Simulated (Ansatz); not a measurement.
This script for Ansatz 0.2.0, Python API starts 4 runs on ZnNi, space group Pm-3m. What input does the engine get in each?

`smear.py`:
```python
"""How the energy of ZnNi depends on the smearing."""

from dataclasses import dataclass
import warnings

import ansatz as az
import pandas as pd
from pymatgen.core import Lattice, Structure
from pymatgen.io.ase import AseAtomsAdaptor


@dataclass
class RunConfig:
    cutoff_ev: int = 750
    scf_tol: float = 1e-07
    extra_bands: int = 8


opts = RunConfig()

warnings.simplefilter("ignore", az.DeckWarning)

pmg_structure = Structure(
    Lattice([[2.9083, 0.0, 0.0], [0.0, 2.9083, 0.0], [0.0, 0.0, 2.9083]]),
    ["Zn", "Ni"],
    [
        [0.5, 0.5, 0.5],
        [0.0, 0.0, 0.0],
    ],
)
znni = az.Crystal.from_ase(AseAtomsAdaptor.get_atoms(pmg_structure)).moments(Ni=1.5)

calc = (
    znni.calculation()
    .kpoints(10)
    .basis(opts.cutoff_ev)
    .scf(tolerance=opts.scf_tol, extra_bands=opts.extra_bands, algorithm="direct_min")
    .functional(az.Functional.R2SCAN)
    .spin("collinear")
    .forces()
    .stress()
)

rows = []
for value in [0.3, 0.2, 0.1, 0.05]:
    rep = calc.occupations("methfessel_paxton", width=value).run(threads=1).report
    rows.append((value, rep["free_energy_ev"] / len(rep["lattice"]["sites"]), rep["n_iterations"], sum(rep["stress_gpa"][i][i] for i in range(3)) / 3, max(abs(f) for row in rep["forces_ev_ang"] for f in row), rep["magnetization_mub"], rep["n_kpoints"]))

table = pd.DataFrame(rows, columns=["width (eV)", "F/atom (eV)", "iterations", "P (GPa)", "max component (eV/A)", "moment (muB)", "k-points"])
print(table.round(5).to_string(index=False))

# differences from the last row
for row in rows[:-1]:
    shift = 1000 * (row[1] - rows[-1][1])
    print(f"{row[0]}: {shift:+.2f} meV/atom" + ("  (within 5 meV)" if abs(shift) < 5 else ""))
```

Run 1:
```yaml
crystal:
  lattice:
    - [2.9083, 0.0, 0.0]
    - [0.0, 2.9083, 0.0]
    - [0.0, 0.0, 2.9083]
  atoms:
    - { symbol: Zn, position: [0.5, 0.5, 0.5] }
    - { symbol: Ni, position: [0.0, 0.0, 0.0] }
basis:
  ecutwfc: 750.0
kpoints:
  mp_grid:
    grid: [10, 10, 10]
hamiltonian:
  xc: r2scan
magnetization:
  spin_polarized: true
  per_species:
    Ni: 1.5
scf:
  algorithm: direct_min
  n_extra_bands: 8
  convergence:
    dr2_threshold: 1.0e-07
  occupations:
    method: methfessel_paxton
    width: 0.3
output:
  forces: true
  stress: true
```

Run 2, against run 1:
```diff
-    width: 0.3
+    width: 0.2
```

Run 3, against run 1:
```diff
-    width: 0.3
+    width: 0.1
```

Run 4, against run 1:
```diff
-    width: 0.3
+    width: 0.05
```

Running `python smear.py` prints:
```text
RunWarning: the starting moments were not kept: the SCF closed with an absolute magnetisation of 9.0e-5 μB, where they sum to 1.5 μB in size (1 site). That is at most 0.1 of that sum. Measured as dr2_m measures the in/out step, that magnetisation stands [...]
 width (eV)  F/atom (eV)  iterations  P (GPa)  max component (eV/A)  moment (muB)  k-points
       0.30  -4585.70581          17 -9.13233                   0.0       0.00006        56
       0.20  -4585.70587          18 -9.12962                   0.0       0.00005        56
       0.10  -4585.70596          23 -9.10103                   0.0       0.06234        56
       0.05  -4585.70587          20 -9.10013                   0.0       0.06438        56
0.3: +0.05 meV/atom  (within 5 meV)
0.2: -0.01 meV/atom  (within 5 meV)
0.1: -0.09 meV/atom  (within 5 meV)
```
(Warnings from the package without file and line, shortened, repeats left out.)

The SCF didn't keep the moments it started from (some shrank, vanished or turned); what is printed is the state reached. For a metal this k-point mesh is coarse: on a finer one energies can move by several to tens of meV an atom and pressures by half a GPa or more, differences at one mesh by less. The overall sign of a collinear moment is arbitrary, and semilocal functionals can give small moments to compounds that are paramagnetic. Forces vanish by symmetry here and test nothing. The narrowest width needs the finest mesh, so the last row is no converged reference. Pressure is positive in compression. r2SCAN tends to overestimate the moments of itinerant magnets. At these settings the cell as given stands under about -9 GPa, so it isn't at this functional's equilibrium volume. The starting cell is as deposited in a crystallographic database; the results hold for this polymorph, which needn't be the stable one. The script silences the warnings on its input, which a real study should read. Hardware and time: 4.2 min on 1 thread of Intel(R) Xeon(R) Processor @ 2.30GHz (shared host), peak memory 0.94 GiB.
